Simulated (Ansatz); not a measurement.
**HfH2O+ (doublet): the correlation ladder, def2-SVP**

An exercise on one series of results from a longer session: the logs are not shown, and one member is left open.

Computed with Ansatz 0.2.0, Gaussian basis. Level: def2-SVP, core rule «outside noble gas», up to 5 orbitals frozen.

The runs, in order: UHF; CCSD(T) on ROHF; CCSD(T) on UHF; CISD as a restricted active space (open shells left free, so some higher excitations enter); CCSDT(Q) on ROHF; CCSDT(Q) on UHF.

24 further runs of the same task are left out: 5 for a known fault of the program, 4 that didn't finish, 15 set aside as unsound or not needed. Runs told in other sessions of the task aren't counted.

### The system

The geometry is a PBE0/def2-TZVP stationary point (not a proven minimum) of the parent state, kept for this charge and spin. No spin-orbit coupling is included. Elements past krypton take def2 core potentials.

4 atoms, charge 1, spin multiplicity 2.

Atoms are counted from 1 here; the program's logs count them from 0.

Bond lengths: Hf1–O2 2.291 Å, O2–H3 0.968 Å, O2–H4 0.968 Å. Angles: Hf1–O2–H3 121.9°, Hf1–O2–H4 121.9°, H3–O2–H4 108.8°.

The first run:

File in.yaml:

```yaml
crystal:
  periodic: [false, false, false]
  atoms:
    - {symbol: Hf, position_ang: [0.002625, 0.000000, 0.215268]}
    - {symbol: O, position_ang: [-0.051144, 0.000000, -2.074980]}
    - {symbol: H, position_ang: [0.173507, -0.786654, -2.591810]}
    - {symbol: H, position_ang: [0.173507, 0.786654, -2.591810]}
basis:
  gaussian: {orbitals: def2-SVP}
total_charge: 1
magnetization: {spin_polarized: true, initial_magnetization: 1}
hamiltonian: {xc: hf}
output: {orbitals: {seedname: orbitals}}
```

Run with:

```sh
ansatz run in.yaml --threads 1 --pin off --events-out ev --progress --plain --max-ram 2393MiB
```

Steps of the session up to this table: UHF; CCSD(T) on ROHF; CCSD(T) on UHF; CISD as a restricted active space (open shells left free, so some higher excitations enter); CCSDT(Q) on ROHF; CCSDT(Q) on UHF.

One of the session's tables, all rows but one given; the rest of the session is left out.

It belongs to the step «Misses and costs». 

| method | from UCCSDT(Q) (meV) |
| --- | --- |
| ROHF | +7198.5 |
| UHF | ? |
| RMP2 | +800.6 |
| UMP2 | +702.9 |
| RCCSD | +226.1 |
| UCCSD | +177.4 |
| RCCSD(T) | +71.9 |
| UCCSD(T) | +41.2 |
| RCCSDT | +33.2 |
| UCCSDT | +15.6 |
| RCCSDT(Q) | +17.6 |
| UCCSDT(Q) | 0 |

Q: Estimate the row for UHF from the others.

The run gave: from UCCSDT(Q) (meV): +6846.9. In the column «from UCCSDT(Q) (meV)» it lies between RMP2 (+800.6) and ROHF (+7198.5).

Not comparable, so not listed: CISD as a restricted active space (open shells left free, so some higher excitations enter) (they don't share determinant, frozen orbitals or solution with the rows shown, or repeat one).

The ROHF row is the lowest such solution found; the determinant under the restricted MP2 and coupled-cluster rows lies 0.03 eV higher.

Limits of these values: The determinant of HF (⟨S²⟩ 1.42) is far from a pure spin state, so its energy mixes those of several spin states; that is harmless only where they are near-degenerate. The determinant of CCSD(T) (⟨S²⟩ 1.42) is far from a pure spin state, so its energy mixes those of several spin states; high orders of coupled cluster remove much of that, low ones don't. The determinant of CCSDT(Q) (⟨S²⟩ 1.42) is far from a pure spin state, so its energy mixes those of several spin states; high orders of coupled cluster remove much of that, low ones don't. Restricted and unrestricted rows rest on different reference determinants; a gap between their highest levels can come from leftover correlation error, from unlike frozen cores or from another state.
